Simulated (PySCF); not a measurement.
# C2H10AlN: the cost of one run

Computed with PySCF 2.14.0, with density-fitted response routines of our own, on a single molecule in the gas phase. Atoms count from 0, in the outputs and in this text.

### 1 Starting geometry

14 atoms, charge 0, multiplicity 1; geometry from: PBE0-D3(BJ)/def2-SVP.

Bonds of the start (Å): C0–C1 1.53, C1–Al2 1.99, Al2–N3 2.08, C0–H4 1.11, C0–H5 1.10, C0–H6 1.10, C1–H7 1.11, C1–H8 1.11, Al2–H9 1.61, Al2–H10 1.61, N3–H11 1.02, N3–H12 1.02, N3–H13 1.02.

### 2 Nuclear shieldings: PBE0/6-31G*

Job settings and geometry (Å):

```
{"job": {"kind": "nmr", "xc": "PBE0", "basis": "6-31G*", "pop": true}, "charge": 0, "multiplicity": 1}
C      1.642335     0.733138    -0.171318
C      1.045174    -0.655609    -0.402313
Al    -0.618118    -1.049064     0.613934
N     -1.840361     0.501538    -0.028204
H      0.960821     1.542997    -0.493019
H      2.586600     0.900743    -0.718827
H      1.855573     0.912026     0.896069
H      0.873093    -0.821635    -1.482924
H      1.791277    -1.422919    -0.121859
H     -0.609045    -0.702346     2.188291
H     -1.515329    -2.297642     0.133656
H     -2.748618     0.473838     0.436832
H     -1.419951     1.409502     0.175812
H     -2.009997     0.459969    -1.034038
```

With the program's defaults for keys left out, this is: GIAO PBE0/6-31G* NMR shielding, non-relativistic, gas phase.

The run is started by

```bash
> OMP_NUM_THREADS=1 python probes_run.py task.json out
```

This one command runs all jobs of the session in turn.

**Question.** How long does this first job take on 1 thread of Arm Neoverse N1, shared host?

About 11 s.
